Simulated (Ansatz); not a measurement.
Write a Python script for Ansatz 0.2.0, Python API that makes a charge-density difference against the sublattices of Tc₃N, space group P-6m2. Settings (first run): LDA, PAW, cutoff 550 eV, 9×9×4 k-points, Gaussian smearing of 0.1 eV.

```
CELL_PARAMETERS angstrom
2.79779 0.00000 0.00000
-1.39890 2.42296 0.00000
0.00000 0.00000 7.03934
ATOMIC_POSITIONS crystal
Tc 0.33333 0.66667 0.50000
Tc 0.00000 0.00000 0.80333
Tc 0.00000 0.00000 0.19667
N 0.33333 0.66667 0.00000
```

`run_drho.py`
```python
"""Density difference of Tc3N against its sublattices."""

from dataclasses import dataclass

import ansatz as az
import numpy as np


@dataclass
class Options:
    tolerance: float = 1e-10
    max_iterations: int = 50
    filling: str = "Gaussian"
    ecut: int = 550
    kgrid: tuple[int, ...] = (9, 9, 4)


opts = Options()

VECTORS = np.array([
    [2.79779345, 0.0, 0.0],
    [-1.39889673, 2.4229602, 0.0],
    [0.0, 0.0, 7.03934024],
])
SITES = [
    ("Tc", (1 / 3, 2 / 3, 0.5)),
    ("Tc", (0.0, 0.0, 0.80332634)),
    ("Tc", (0.0, 0.0, 0.19667366)),
    ("N", (1 / 3, 2 / 3, 0.0)),
]


def build(cell):
    crystal = az.Crystal(lattice=az.Lattice.of(cell))
    for symbol, position in SITES:
        crystal = crystal.atom(symbol, position)
    return crystal

# one cutoff and one grid for all runs, so that the fields can be subtracted
def solve(crystal):
    return (
        crystal.calculation()
        .scf(tolerance=opts.tolerance, max_iterations=opts.max_iterations)
        .functional(az.Functional.LDA)
        .occupations(opts.filling)
        .basis(opts.ecut, grid_basis="typed")
        .kpoints(*opts.kgrid)
        .density()
        .run(threads=1)
    )


whole = solve(build(VECTORS))
difference = whole.density().channels[0].density_e_per_ang3.copy()
binding = whole.report["free_energy_ev"]
for element in ["Tc", "N"]:
    part = az.Crystal(lattice=az.Lattice.of(VECTORS))
    for symbol, position in SITES:
        if symbol == element:
            part = part.atom(symbol, position)
    alone = solve(part)
    difference -= alone.density().channels[0].density_e_per_ang3
    binding -= alone.report["free_energy_ev"]
    print(f"{element} sublattice: {alone.report['n_electrons']:g} electrons, {alone.report['n_iterations']} iterations")

voxel = abs(np.linalg.det(VECTORS)) / difference.size
print(f"energy of the crystal less its unpolarised sublattices: {binding / len(SITES):.4f} eV/atom")
print(f"net charge of the difference {difference.sum() * voxel:.5f} e, charge rearranged {0.5 * np.abs(difference).sum() * voxel:.3f} e")
print(f"extremes {difference.min():.4f} and {difference.max():.4f} e/A^3")
for (symbol, position) in SITES:
    index = tuple(int(round(p * n)) % n for p, n in zip(position, difference.shape))
    print(f"  change of the pseudo-density at the grid point nearest {symbol}: {difference[index]:+.4f} e/A^3")
```

Output of `python run_drho.py`:
```text
Tc sublattice: 45 electrons, 10 iterations
N sublattice: 5 electrons, 8 iterations
energy of the crystal less its unpolarised sublattices: -2.3566 eV/atom
net charge of the difference -0.00000 e, charge rearranged 0.569 e
extremes -0.1587 and 0.2412 e/A^3
  change of the pseudo-density at the grid point nearest Tc: -0.0016 e/A^3
  change of the pseudo-density at the grid point nearest Tc: -0.0370 e/A^3
  change of the pseudo-density at the grid point nearest Tc: -0.0370 e/A^3
  change of the pseudo-density at the grid point nearest N: -0.1283 e/A^3
```

Spin is left out of this run. For a metal this k-point mesh is coarse: on a finer one energies can move by several to tens of meV an atom and pressures by half a GPa or more, differences at one mesh by less. The fields are valence quantities on the plane-wave grid; their values near the nuclei depend on the potentials. This cell is a computed structure, which may not be the phase found in nature. Charge moved counts every rearrangement, bonding and polarisation too, and is no transfer between atoms; the bare sublattices are artificial references. Values near the nuclei depend on the potentials. It ran for 12 s on 1 thread of Arm Neoverse V2, with other jobs on the host, peak memory 0.36 GiB.
